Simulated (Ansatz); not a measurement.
# CH4Cl2FGe: the cost of one run

Program: Ansatz 0.2.0. Level of theory: UKS PBE/def2-SVP. These are calculated values, not measurements.

### 1 Starting point

Bond lengths: Ge1–H2 1.800 Å, Ge1–Cl3 2.220 Å, Ge1–Cl4 2.218 Å, Ge1–F5 1.679 Å, C6–H7 1.110 Å, C6–H8 1.110 Å, C6–H9 1.110 Å. Angles: H2–Ge1–Cl3 109.5°, H2–Ge1–Cl4 109.5°, H2–Ge1–F5 109.5°, Cl3–Ge1–Cl4 109.5°, Cl3–Ge1–F5 109.5°, Cl4–Ge1–F5 109.5°, H7–C6–H8 109.4°, H7–C6–H9 109.4°, H8–C6–H9 109.4°.

Structure file:

```xyz
9

Ge    0.0000    0.0000    0.0000
H     0.0000    0.0000    1.8000
Cl    2.0935    0.0000   -0.7393
Cl   -1.0456    1.8115   -0.7393
F    -0.7913   -1.3709   -0.5594
C     0.0000    0.0000    3.2100
H    -0.5653   -0.8805    3.5805
H     1.0452   -0.0494    3.5805
H    -0.4798    0.9298    3.5805
```

### 2 A restrained relaxation towards end A

Springs on the bonds that form and break draw the guess towards this end; the thresholds are loose.

File input.yaml:

```yaml
crystal:
  periodic: [false, false, false]
  atoms:
    - { symbol: Ge, position_ang: [0.0, 0.0, 0.0] }
    - { symbol: H, position_ang: [0.0, 0.0, 1.8] }
    - { symbol: Cl, position_ang: [2.0935, 0.0, -0.7393] }
    - { symbol: Cl, position_ang: [-1.0456, 1.8115, -0.7393] }
    - { symbol: F, position_ang: [-0.7913, -1.3709, -0.5594] }
    - { symbol: C, position_ang: [0.0, 0.0, 3.21] }
    - { symbol: H, position_ang: [-0.5653, -0.8805, 3.5805] }
    - { symbol: H, position_ang: [1.0452, -0.0494, 3.5805] }
    - { symbol: H, position_ang: [-0.4798, 0.9298, 3.5805] }
magnetization:
  spin_polarized: true
  initial_magnetization: 1
basis:
  gaussian: { orbitals: def2-SVP }
hamiltonian:
  xc: pbe
relax:
  f_tol: 0.15
  max_steps: 25
  restrain:
    - { distance: [1, 5], at: 2.31, k: 30.0 }
    - { distance: [0, 1], at: 1.55, k: 30.0 }
```

Launch:

```bash
$ ansatz run input.yaml --threads 4 --pin off --max-ram 5120MiB --backend cpu --events-out ev --progress --plain --runs-dir out
```

Q: Estimate wall time and peak memory on 4 threads of Arm Neoverse V2, shared host.

About 12 s, with a peak of 0.18 GiB.
